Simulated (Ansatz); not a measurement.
Crystal: LuSb.

```
CELL_PARAMETERS angstrom
0.00000 3.03933 3.03933
3.03933 0.00000 3.03933
3.03933 3.03933 0.00000
ATOMIC_POSITIONS crystal
Lu 0.00000 0.00000 0.00000
Sb 0.50000 0.50000 0.50000
```

The cell is a database's computed one.

```yaml
Program: Ansatz 0.2.0
Task: relaxation of cell and atoms
Functional: PBE
Dispersion: D3(BJ)
Potentials_or_basis: all-electron LAPW, scalar-relativistic
Basis_error_allowed: 0.001 eV/atom
k_mesh: 8 × 8 × 8
Occupations: fermi-dirac, width 0.05 eV
Spin: no spin polarisation
```

At the start: volume 28.08 Å³/atom.

Problem. Where does the relaxation end?

Solution. Over 5 steps the energy falls by 5.9 meV/atom and the volume is 27.18 Å³/atom (-3.2 %); space group Fm-3m (No. 225, to 0.05 Å).

Step by step:
```tsv
step	energy change (eV)	largest force (eV/Å)	volume (Å³)
1	0.0000	0.0000	56.15
2	-0.0041	0.0000	52.96
3	-0.0119	0.0000	54.42
4	-0.0119	0.0000	54.35
5	-0.0119	0.0000	54.35
```

Final structure:
```
Lu Sb
1.0
     0.00000    3.00653    3.00653
     3.00653    0.00000    3.00653
     3.00653    3.00653    0.00000
Lu Sb
1 1
Direct
  0.00000 0.00000 0.00000
  0.50000 0.50000 0.50000
```
